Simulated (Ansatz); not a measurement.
# CH4BFOS (SMILES COB(F)S) at 6 levels

Wanted: a comparison of 6 runs (HF/3-21G, HF/def2-SVP, B3LYP/6-31G*, r2SCAN/def2-SVP, MP2/6-311G**) of CH4BFOS. 

The calculation is run with Ansatz 0.2.0.

2 further runs of the same task are left out: 2 set aside as unsound or not needed.

## 1. The structure to begin with

CH4BFOS: 9 atoms, total charge 0, spin state singlet. SMILES: `COB(F)S`. Geometry: relaxed at PBE0-D4/def2-TZVP. This is one conformer, not always the lowest.

Bond lengths: C1–O2 1.409 Å, O2–B3 1.344 Å, B3–F4 1.328 Å, B3–S5 1.819 Å, C1–H6 1.094 Å, C1–H7 1.089 Å, C1–H8 1.094 Å, S5–H9 1.341 Å. Some angles: C1–O2–B3 124.6°, O2–B3–F4 116.9°, O2–B3–S5 127.6°, F4–B3–S5 115.6°, O2–C1–H6 111.2°, O2–C1–H7 107.5°, O2–C1–H8 111.2°, B3–S5–H9 96.9°, H6–C1–H7 108.8°, H6–C1–H8 109.4°.

## 2. Energy and forces at HF/3-21G (run 1)

run.yaml

```yaml
crystal:
  periodic: [false, false, false]
  atoms:
    - {symbol: C, position_ang: [0.905400, -0.203000, 0.761200]}
    - {symbol: O, position_ang: [0.392000, -0.802100, -0.406000]}
    - {symbol: B, position_ang: [-0.675300, -0.354100, -1.088100]}
    - {symbol: F, position_ang: [-1.026800, -1.039500, -2.170000]}
    - {symbol: S, position_ang: [-1.708500, 1.093100, -0.705400]}
    - {symbol: H, position_ang: [1.235400, 0.821700, 0.566800]}
    - {symbol: H, position_ang: [1.763400, -0.792500, 1.081600]}
    - {symbol: H, position_ang: [0.161700, -0.199500, 1.563500]}
    - {symbol: H, position_ang: [-1.047200, 1.475800, 0.396600]}
basis:
  gaussian:
    orbitals: 3-21G.json
hamiltonian:
  xc: hf
accuracy: high
output: {forces: true, orbitals: {seedname: orbitals}}
```

The basis set 3-21G is read from a file made from the Basis Set Exchange's data (not shown).

The run is started by

```bash
ansatz run run.yaml --threads 1 --pin off --max-ram 2610MiB --events-out events.jsonl --progress --plain --runs-dir runs
```

Output:

```text
Warning: RAYON_NUM_THREADS=1 ignored (pool sized by the plan → 1); use --threads N
Functional definition: HF
  name "HF"
  exchange = exact_x
  correlation = 0
1317 factors; integrals over basis functions are off by at most 1.0e-8 eV
mean field evaluation 1: about -17237.5554 eV, gradient 3.1e1 eV
mean field evaluation 2: about -17237.9189 eV, gradient 3.2e1 eV
mean field evaluation 4: about -17240.2624 eV, gradient 2.5e0 eV
mean field evaluation 8: about -17240.2903 eV, gradient 1.9e-1 eV
mean field evaluation 16: about -17240.2904 eV, gradient 2.6e-8 eV
mean field -17240.29042643 eV, -633.5689872826 hartree, gradient 2.6e-8 eV, S^2 0.000000; 0 other end points of the search recorded, 0 dependent functions left out
the calculation of the forces begins
reference -17240.29042643 eV, -633.5689872826 hartree; 24, 24 occupied and 33, 33 virtual orbitals, 1317 factors
Total energy: -17240.29042643 eV, -633.5689872826 hartree
Atom 0 at     0.905400    -0.203000     0.761200 Å, force     1.028512     0.368843     1.484741 eV/Å
Atom 1 at     0.392000    -0.802100    -0.406000 Å, force    -0.081699    -0.190359    -0.282299 eV/Å
Atom 2 at    -0.675300    -0.354100    -1.088100 Å, force    -0.145957    -0.398498    -0.568005 eV/Å
Atom 3 at    -1.026800    -1.039500    -2.170000 Å, force    -0.304621    -0.492756    -0.833416 eV/Å
Atom 4 at    -1.708500     1.093100    -0.705400 Å, force    -0.140273     0.432100     0.294582 eV/Å
Atom 5 at     1.235400     0.821700     0.566800 Å, force    -0.103246    -0.366376     0.114697 eV/Å
Atom 6 at     1.763400    -0.792500     1.081600 Å, force    -0.341104     0.247473    -0.114715 eV/Å
Atom 7 at     0.161700    -0.199500     1.563500 Å, force     0.302167     0.016515    -0.259822 eV/Å
Atom 8 at    -1.047200     1.475800     0.396600 Å, force    -0.213778     0.383058     0.164238 eV/Å
Dipole moment:     0.457294     0.228087     0.724816 e Å
```

It took 0.82 s on 1 thread of AMD EPYC 9R45 (Zen 5), shared host.

## 3. Energy and gradient at HF/def2-SVP (run 2)

input.yaml

```yaml
basis:
  gaussian: {orbitals: def2-SVP}
crystal:
  periodic: [false, false, false]
  atoms:
    - symbol: C
      position_ang: [0.905400, -0.203000, 0.761200]
    - symbol: O
      position_ang: [0.392000, -0.802100, -0.406000]
    - symbol: B
      position_ang: [-0.675300, -0.354100, -1.088100]
    - symbol: F
      position_ang: [-1.026800, -1.039500, -2.170000]
    - symbol: S
      position_ang: [-1.708500, 1.093100, -0.705400]
    - symbol: H
      position_ang: [1.235400, 0.821700, 0.566800]
    - symbol: H
      position_ang: [1.763400, -0.792500, 1.081600]
    - symbol: H
      position_ang: [0.161700, -0.199500, 1.563500]
    - symbol: H
      position_ang: [-1.047200, 1.475800, 0.396600]
hamiltonian: {xc: hf}
accuracy: high
output: {forces: true, orbitals: {seedname: orbitals}}
```

The run is started by

```bash
ansatz run input.yaml --threads 1 --pin off --max-ram 2610MiB --events-out events.jsonl --progress --plain --runs-dir runs
```

Output:

```text
Warning: RAYON_NUM_THREADS=1 ignored (pool sized by the plan → 1); use --threads N
[... 4 set-up lines as earlier in the session ...]
2177 factors; integrals over basis functions are off by at most 9.4e-9 eV
mean field evaluation 1: about -17318.3023 eV, gradient 3.4e1 eV
mean field evaluation 2: about -17318.4221 eV, gradient 3.4e1 eV
mean field evaluation 4: about -17321.0941 eV, gradient 3.3e0 eV
mean field evaluation 8: about -17321.1367 eV, gradient 2.3e-1 eV
mean field evaluation 16: about -17321.1369 eV, gradient 1.7e-8 eV
mean field -17321.13690537 eV, -636.5400405839 hartree, gradient 1.7e-8 eV, S^2 0.000000; 0 other end points of the search recorded, 0 dependent functions left out
the calculation of the forces begins
reference -17321.13690537 eV, -636.5400405839 hartree; 24, 24 occupied and 70, 70 virtual orbitals, 2177 factors
Total energy: -17321.13690537 eV, -636.5400405839 hartree
Atom 0 at     0.905400    -0.203000     0.761200 Å, force     0.045019    -0.268489    -0.225371 eV/Å
Atom 1 at     0.392000    -0.802100    -0.406000 Å, force    -0.373160     0.594486     0.213945 eV/Å
Atom 2 at    -0.675300    -0.354100    -1.088100 Å, force     0.357444    -0.768515    -0.409209 eV/Å
Atom 3 at    -1.026800    -1.039500    -2.170000 Å, force     0.115656     0.261546     0.392961 eV/Å
Atom 4 at    -1.708500     1.093100    -0.705400 Å, force     0.119523     0.194807     0.328675 eV/Å
Atom 5 at     1.235400     0.821700     0.566800 Å, force    -0.024468    -0.128577     0.023609 eV/Å
Atom 6 at     1.763400    -0.792500     1.081600 Å, force    -0.080002     0.072013    -0.013216 eV/Å
Atom 7 at     0.161700    -0.199500     1.563500 Å, force     0.099478    -0.013580    -0.090414 eV/Å
Atom 8 at    -1.047200     1.475800     0.396600 Å, force    -0.259490     0.056308    -0.220981 eV/Å
Dipole moment:     0.325182     0.276132     0.632656 e Å
```

It took 2.9 s on 1 thread of AMD EPYC 9R45 (Zen 5), shared host.

Runs 3 to 5 aren't shown in full; the table further down has their settings and results.

## 4. Energy and forces at MP2/6-311G(d,p) (run 6)

input.yaml: that of step 3 with these lines changed.

```diff
@@ -1,3 +1 @@
-basis:
-  gaussian: {orbitals: def2-SVP}
 crystal:
@@ -23,4 +21,11 @@
       position_ang: [-1.047200, 1.475800, 0.396600]
-hamiltonian: {xc: hf}
+basis:
+  gaussian:
+    orbitals: 6-311G_st__st_-spherical.json
+correlation:
+  method: mp2
+  frozen_orbitals: {B: 1, C: 1, F: 1, H: 0, O: 1, S: 5}
 accuracy: high
-output: {forces: true, orbitals: {seedname: orbitals}}
+output:
+  forces: true
+  orbitals: {seedname: orbitals}
```

The basis set 6-311G** is read from a file made from the Basis Set Exchange's data (not shown).

The run is started by

```bash
ansatz run input.yaml --threads 1 --pin off --max-ram 2610MiB --events-out events.jsonl --progress --plain --runs-dir runs
```

Output:

```text
Warning: RAYON_NUM_THREADS=1 ignored (pool sized by the plan → 1); use --threads N
[... 4 set-up lines as earlier in the session ...]
2479 factors; integrals over basis functions are off by at most 3.6e-8 eV
mean field evaluation 1: about -17328.4604 eV, gradient 3.5e1 eV
mean field evaluation 2: about -17328.5441 eV, gradient 3.6e1 eV
mean field evaluation 4: about -17331.3226 eV, gradient 3.5e0 eV
mean field evaluation 8: about -17331.3678 eV, gradient 2.6e-1 eV
mean field -17331.36802082 eV, -636.9160271420 hartree, gradient 7.4e-8 eV, S^2 0.000000; 0 other end points of the search recorded, 0 dependent functions left out
9 core orbitals not correlated: weight in the atoms' cores, before any rotation towards them, 1.000 or more for the frozen orbitals, at most 0.000 for the correlated occupied ones
reference -17331.36802082 eV, -636.9160271420 hartree; 15, 15 occupied and 98, 98 virtual orbitals, 2479 factors
second order -20.92422253 eV of doubles, -0.00000000 eV of singles
the calculation of the forces begins
mean field evaluation 16: about -17331.2615 eV, gradient 4.9e-1 eV
Total energy: -17352.29224335 eV, -637.6849781369 hartree
Atom 0 at     0.905400    -0.203000     0.761200 Å, force     0.050921     0.213024     0.275780 eV/Å
Atom 1 at     0.392000    -0.802100    -0.406000 Å, force     0.111587    -0.307109    -0.195503 eV/Å
Atom 2 at    -0.675300    -0.354100    -1.088100 Å, force    -0.015353     0.180083     0.168323 eV/Å
Atom 3 at    -1.026800    -1.039500    -2.170000 Å, force    -0.114782    -0.128585    -0.255525 eV/Å
Atom 4 at    -1.708500     1.093100    -0.705400 Å, force     0.085311     0.105918     0.200239 eV/Å
Atom 5 at     1.235400     0.821700     0.566800 Å, force     0.000294     0.013855     0.003282 eV/Å
Atom 6 at     1.763400    -0.792500     1.081600 Å, force     0.002161    -0.020772    -0.019385 eV/Å
Atom 7 at     0.161700    -0.199500     1.563500 Å, force    -0.005597     0.006006     0.010164 eV/Å
Atom 8 at    -1.047200     1.475800     0.396600 Å, force    -0.114542    -0.062419    -0.187376 eV/Å
Dipole moment:     0.342557     0.204168     0.577207 e Å
```

Run time: 8.4 s. Hardware: 1 thread of AMD EPYC 9R45 (Zen 5), shared host; peak memory 0.56 GiB.

## 5. The series

```
run                               level  Cartesian functions  frozen core orbitals  energy (Eh)  dipole moment (D)  HOMO energy (eV)  LUMO energy (eV)  wall time
  1                            HF/3-21G                   no                     –  -633.568987               4.26            -11.08              4.79     0.82 s
  2                         HF/def2-SVP                   no                     –  -636.540041               3.67            -10.80              4.13      2.9 s
  3  B3LYP/6-31G* (spherical functions)                   no                     –  -638.740179               3.22             -7.49              0.74      5.1 s
  4  B3LYP/6-31G* (Cartesian functions)                  yes                     –  -638.746327               3.22             -7.49              0.74      5.4 s
  5                     r2SCAN/def2-SVP                   no                     –  -638.298146               3.37             -6.86              0.25      7.2 s
  6                        MP2/6-311G**                   no                     9  -637.684978               3.37            -10.85              3.57      8.4 s
```

## 6. What came out

```
                                          quantity          value
                               run 6: total energy  -637.68498 Eh
         run 6: dipole moment (correlated density)         3.37 D
        run 6: HOMO energy (Hartree–Fock orbitals)      -10.85 eV
        run 6: LUMO energy (Hartree–Fock orbitals)        3.57 eV
      run 6: HOMO–LUMO gap (Hartree–Fock orbitals)       14.42 eV
run 6: correlation energy (9 core orbitals frozen)     -769.0 mEh
                   run 6: largest force on an atom     0.381 eV/Å
```

In words: The dipole moment (its size) runs from 3.22 D (B3LYP/6-31G*) to 4.26 D (HF/3-21G). The two ends differ in method and basis. Over runs 1, 2, 3, 4, 5 the HOMO–LUMO gap runs from 7.11 eV (r2SCAN/def2-SVP) to 15.88 eV (HF/3-21G). Totals of different functionals can't be ranked against each other. All runs together took 30 s, the longest 8.4 s.
